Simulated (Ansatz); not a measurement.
# SnSe2 (P-3m1) in Ansatz: relaxation of cell and atoms with PBEsol+D4

Aim: the relaxation of cell and atoms of SnSe2 with PBEsol+D4.

Program: Ansatz 0.2.0. These are calculated values, not measurements. Logs are shortened: lines on timing, memory, paths and dates and some standing lists are left out, and cuts for length are marked.

### Step 1. The structure

It takes space group P-3m1 (No. 164, trigonal). Conventional cell: a = 3.811 Å, b = 3.811 Å, c = 6.136 Å, α = 90.00°, β = 90.00°, γ = 120.00°. Sn (site symmetry -3m) has 6 Se at 2.68 Å as nearest neighbours. Around Se (site symmetry 3m) lie 3 Sn at 2.68 Å.

### Step 2. Relaxation of cell and atoms, PBEsol+D4

The input, input.yaml:

```yaml
crystal:
  lattice:
    - [3.811, 0.0, 0.0]
    - [-1.9055, 3.3004228138, 0.0]
    - [0.0, 0.0, 6.136]
  atoms:
    - { symbol: Sn, position: [0.0, 0.0, 0.0] }
    - { symbol: Se, position: [0.6666666667, 0.3333333333, 0.751] }
    - { symbol: Se, position: [0.3333333333, 0.6666666667, 0.249] }
hamiltonian:
  xc: pbesol
  pseudopotentials: { kind: paw }
  dispersion: d4
kpoints:
  mp_grid: { grid: [8, 8, 5] }
scf:
  occupations: { method: fermi_dirac, width: 0.05 }
output:
  forces: true
  stress: true
relax:
  f_tol: 0.01
  max_steps: 40
  cell: { stress_tol: 0.05 }
```

Potentials or basis: Ansatz PAW.

Command:

```
> ansatz run input.yaml --threads 2 --pin off --max-ram 5632MiB --backend cpu --events-out ev --progress --plain --runs-dir out
```

Standard output:

```text
Warning: RAYON_NUM_THREADS=2 ignored (pool sized by the plan → 2); use --threads N
Engine: ansatz 0.2.0, x86_64-unknown-linux-gnu
Pseudopotentials: kind: paw
Pseudopotential: Sn, paw, valence charge 14, recommended cutoff 420 eV (normal), Sn.paw.azcp
Pseudopotential: Se, paw, valence charge 16, recommended cutoff 420 eV (normal), Se.paw.azcp
Functional definition: PBEsol
  exchange = pbesol_x
  correlation = pbesol_c
Crystal: 3 atoms, lattice volume = 77.178 Å³
Basis set: ecut = 420 eV, 1485 PW (Γ), exchange–correlation on 54×54×90 points (8 copies of the dense FFT grid, shifted against one another)
Bands: 28, of which v1, the nominal top of the filled ones, is band 23 counted from 1 (22 counted from 0)
Symmetry: 12 space group operations
Space group: P-3m1 (ITA 164), of the structure as read, at distance tolerance 4.3e-5 Å
k-points: 40 of 320
Non-local potential: Sn, projectors of the file, l = 0: 2, l = 1: 2, l = 2: 2, l = 3: 2
Non-local potential: Se, projectors of the file, l = 0: 2, l = 1: 2, l = 2: 3, l = 3: 1
PAW form: soft (Blöchl's): semilocal exchange-correlation on the pseudo side does not see the compensation charge
PAW frozen core: Sn, regenerated for the run's functional, and the local potential with it (the file was generated under x = pbe(κ = 0.804, μ = 0.2195149727645171), c = pbe(β = 0.06672455060314922))
PAW frozen core: Se, regenerated for the run's functional, and the local potential with it (the file was generated under x = pbe(κ = 0.804, μ = 0.2195149727645171), c = pbe(β = 0.06672455060314922))
PAW one-centre angular grid: Sn, 590 points (default); XC on 64 Gauss nodes
PAW one-centre angular grid: Se, 590 points (default); XC on 64 Gauss nodes
Initial density: superposition of atomic densities (neutral atoms: chi_scale 0, normalization atom), corrected by the library's trained network
Initial wavefunctions: pseudopotential atomic-orbital guess
Functional: x = pbesol(κ = 0.804, μ = 0.12345679012345678), c = pbesol(β = 0.046)
SCF iter   1: F=—  HF=-16799.866344 eV  |F-HF|=—  |Δ(HF+E_count)|=         —  Δρ=2.24e-3  dr2=3.62e-3  ethr=1.77e-3  ⟨swp⟩=6.4  Hψ=4959  notcnv=0
preconditioner: auto → Resta (q_TF=auto, 2.503 Å⁻¹)  ε∞=2.8  [insulator: Δε(μ)=0.740 eV  Ē_g=16.133 eV  σ=0.050 eV  W_gap=1.00  n_scr=22 (ndim 8)  ℏωp=21.6 eV  f_vac=0.080  D(μ)=0.00/eV (n_scr^D=0)  ε∞_Penn≈2.8]
SCF iter   2: F=—  HF=-16799.863310 eV  |F-HF|=—  |Δ(HF+E_count)|=   3.03e-3  Δρ=1.11e-3  dr2=8.41e-4  ethr=7.86e-6  ⟨swp⟩=3.0  Hψ=2404  notcnv=0  defer=5
SCF iter   3: F=—  HF=-16799.863271 eV  |F-HF|=—  |Δ(HF+E_count)|=   3.89e-5  Δρ=3.28e-4  dr2=6.75e-5  ethr=1.83e-6  ⟨swp⟩=2.0  Hψ=1622  notcnv=0  defer=5
SCF iter   4: F=—  HF=-16799.863290 eV  |F-HF|=—  |Δ(HF+E_count)|=   1.97e-5  Δρ=1.17e-4  dr2=1.13e-5  ethr=1.47e-7  ⟨swp⟩=2.0  Hψ=1619  notcnv=0  defer=5
SCF iter   5: F=—  HF=-16799.863298 eV  |F-HF|=—  |Δ(HF+E_count)|=   7.82e-6  Δρ=2.50e-5  dr2=8.08e-7  ethr=2.46e-8  ⟨swp⟩=2.0  Hψ=1353  notcnv=0  defer=5
[... 66 lines left out ...]
Initial wavefunctions: pseudopotential atomic-orbital guess (no wavefunctions were taken with the density)
iter 1 solved again at ethr=1.26e-7 eV; its pass at ethr=3.10e-3 eV (dr2=5.78e-5 eV) is discarded
SCF iter   1: F=—  HF=-16799.917409 eV  |F-HF|=—  |Δ(HF+E_count)|=         —  Δρ=5.52e-5  dr2=3.26e-7  ethr=1.26e-7  ⟨swp⟩=3.1  Hψ=7629  notcnv=0
preconditioner: auto → Resta (q_TF=auto, 2.524 Å⁻¹)  ε∞=2.9  [insulator: Δε(μ)=0.343 eV  Ē_g=16.079 eV  σ=0.050 eV  W_gap=0.94  n_scr=22 (ndim 8)  ℏωp=22.1 eV  f_vac=0.032  D(μ)=0.05/eV (n_scr^D=0)  ε∞_Penn≈2.9]
SCF iter   2: F=—  HF=-16799.917405 eV  |F-HF|=—  |Δ(HF+E_count)|=   4.58e-6  Δρ=2.88e-5  dr2=1.04e-7  ethr=7.10e-10  ⟨swp⟩=2.0  Hψ=2034  notcnv=0
SCF iter   3: F=—  HF=-16799.917405 eV  |F-HF|=—  |Δ(HF+E_count)|=   1.70e-7  Δρ=7.93e-6  dr2=9.74e-9  ethr=2.26e-10  ⟨swp⟩=2.0  Hψ=1486  notcnv=0
SCF iter   4: F=—  HF=-16799.917405 eV  |F-HF|=—  |Δ(HF+E_count)|=   1.18e-8  Δρ=7.34e-7  dr2=4.30e-10  ethr=2.12e-11  ⟨swp⟩=2.4  Hψ=1938  notcnv=0
SCF iter   5: F=—  HF=-16799.917405 eV  |F-HF|=—  |Δ(HF+E_count)|=  1.20e-10  Δρ=2.65e-7  dr2=3.02e-11  ethr=1.00e-12  ⟨swp⟩=2.0  Hψ=2027  notcnv=0
SCF iter   6: F=-16799.917405 eV  HF=-16799.917405 eV  |F-HF|=3.64e-12  |Δ(HF+E_count)|=  1.46e-11  Δρ=5.72e-8  dr2=2.39e-12  ethr=1.00e-12  ⟨swp⟩=5.7  Hψ=4528  notcnv=0
SCF 7 converged in 6 iterations: F = -16799.917405 eV  dr2 = 2.39e-12
relax step   7: F+E_penalty+E_count = -16799.91740504 eV  Δ(F+E_penalty+E_count) = +8.092e-4 eV  max|allowed force component| = 3.883e-3 eV/Å  Δτ_max = 0.0000 Å  P = +0.020 GPa  Ω = 73.383 Å³  stress off target by 2.32e-2 GPa  SCF on the basis re-selected at this cell (its energy is not comparable with the rows above)  (6 SCF iters)
basis re-selected at this cell: Δ(F+E_penalty+E_count) = +8.092e-4 eV, ΔP = -0.005 GPa vs the last step (what re-selecting the basis moved, of the pressure what is left beyond the Pulay correction that the steps carried, after the strain that the cell walked since its last selection, with what the two solves' SCF thresholds leave and, on support functions, any second-order correction that the steps lacked; it is no measure of the basis error at this ecutwfc). The dense FFT grid was sized anew with the basis: this SCF ran on 27×27×40 points, the steps before it on 27×27×45, so part of this shift can come from that change (see relax.cell in the input reference). This SCF's stress stands 2.32e-2 GPa from its target on what of the cell is left free (relax.cell.stress_tol is 5.00e-2 GPa) and its largest allowed force component is 3.88e-3 eV/Å (relax.f_tol is 1.00e-2 eV/Å): within both
SCF converged after 6 iterations
Free energy (F): -16799.917405 eV
Harris-Foulkes:  -16799.917405 eV  (|F-HF|=3.64e-12)
Internal energy: -16799.916724 eV  (E = F + TS)
E sigma→0 (E₀):  -16799.917065 eV
Entropy (-TS):   -0.000681 eV (-0.227 meV/atom)
Fermi energy:    9.198792 eV
--- Per-component energies (eV) ---
  E_band       = -830.175905
  E_kinetic    = 425.812974
  E_local      = -5694.191102  (includes V_loc(G=0)·N_el)
  E_nonlocal   = -1214.383321
  E_hartree    = 2935.631177
  E_xc         = -585.175299
  E_vxc        = -292.536872  (∫ρ·V_xc dr)
  E_paw        = -7805.274943  (= ΣΔE_a)
  E_vpaw       = 73.861272  (= ΣTr[D̂ρ^β])
  E_aug_tail   = -0.001243  (compensation charges beyond the density's cutoff)
  E_ewald      = -4863.919953
  E_disp       = -0.716755  (pairwise vdW)
  E_core_change = 2.301741  (= ΣΔE_core)
  E_smearing   = -0.000681  (= −TS)
  E_closure    = -0.000000  (closes the sum)
  Σ components = -16799.917405   (vs F -16799.917405, Δ=0.00e0)
--- Forces (eV/Å), atoms counted from 1 ---
  atom   1  Sn     0.00000000    -0.00000000     0.00000000
  atom   2  Se     0.00000000    -0.00000000    -0.00388253
  atom   3  Se     0.00000000     0.00000000     0.00388253
  max |Σ_I F_I| component: 4.63e-18 eV/Å
--- Stress (GPa, compression-positive) ---
        0.023238       0.000000       0.000000
       -0.000000       0.023238       0.000000
        0.000000      -0.000000       0.012983
  P = ⅓ Tr σ = 0.0198 GPa (0.198 kbar)
--- Relaxed structure (6 steps of the walk, 5 accepted, 1 SCFs on fresh bases) ---
  F+E_penalty+E_count = -16799.91740504 eV   max|allowed force component| = 3.883e-3 eV/Å   (the final SCF, on the basis selected at the relaxed cell)
  cell:  # Å, volume = 73.3833 Å³
    - [3.801786130896928, 0.0, -2.2948957680543904e-17]
    - [-1.900893065448464, 3.2924433691120907, 1.1474478840271952e-17]
    - [-3.6949568178508866e-17, -1.572855685330196e-33, 5.862611277197987]
  atoms:
    - { symbol: Sn, position: [-5.0576601946681085e-34, -8.104727337795087e-37, 0.0] }
    - { symbol: Se, position: [0.6666666666666666, 0.3333333333333333, 0.7296062404902032] }
    - { symbol: Se, position: [0.3333333333333333, 0.6666666666666666, 0.27039375950979644] }
```

Wall time 28 s (2 threads of Intel Xeon at 2.50GHz (Skylake/Cascade Lake), shared host); peak memory 0.44 GiB.

Results:

* Free energy: -16799.9174 eV
* Relaxed volume: 24.46 Å³/atom
* Relaxed cell: a = 3.802 Å, b = 3.802 Å, c = 5.863 Å, α = 90.00°, β = 90.00°, γ = 120.00°
* Space group after relaxing (to 0.05 Å): P-3m1 (No. 164)
* Energy gained by relaxing: 18.0 meV/atom
* Ionic steps: 6
* Pressure after relaxing: 0.0 GPa
* Largest force after relaxing: 0.004 eV/Å

Forces on the atoms (eV/Å):
```
Sn   0.000  0.000  0.000
Se   0.000  0.000 -0.004
Se   0.000  0.000  0.004
```

The path:
```tsv
step	energy change (eV)	largest force (eV/Å)	volume (Å³)
1	0.0000	0.6096	77.18
2	-0.0493	0.0286	75.02
3	-0.0540	0.0074	73.58
4	-0.0548	0.0060	73.29
5	-0.0549	0.0035	73.38
6	-0.0541	0.0039	73.38
```

Final structure:
```yaml
crystal:
  lattice:
    - [3.80179, 0.00000, 0.00000]
    - [-1.90089, 3.29244, 0.00000]
    - [0.00000, 0.00000, 5.86261]
  atoms:
    - { symbol: Sn, position: [0.00000, 0.00000, 0.00000] }
    - { symbol: Se, position: [0.66667, 0.33333, 0.72961] }
    - { symbol: Se, position: [0.33333, 0.66667, 0.27039] }
```

Caveat: the plane-wave basis is chosen anew once the cell has moved, so the energies of steps on either side of that aren't comparable; the PAW data sets come from PBE, with cores solved anew for the run's functional, which leaves a small shift of forces and pressure.
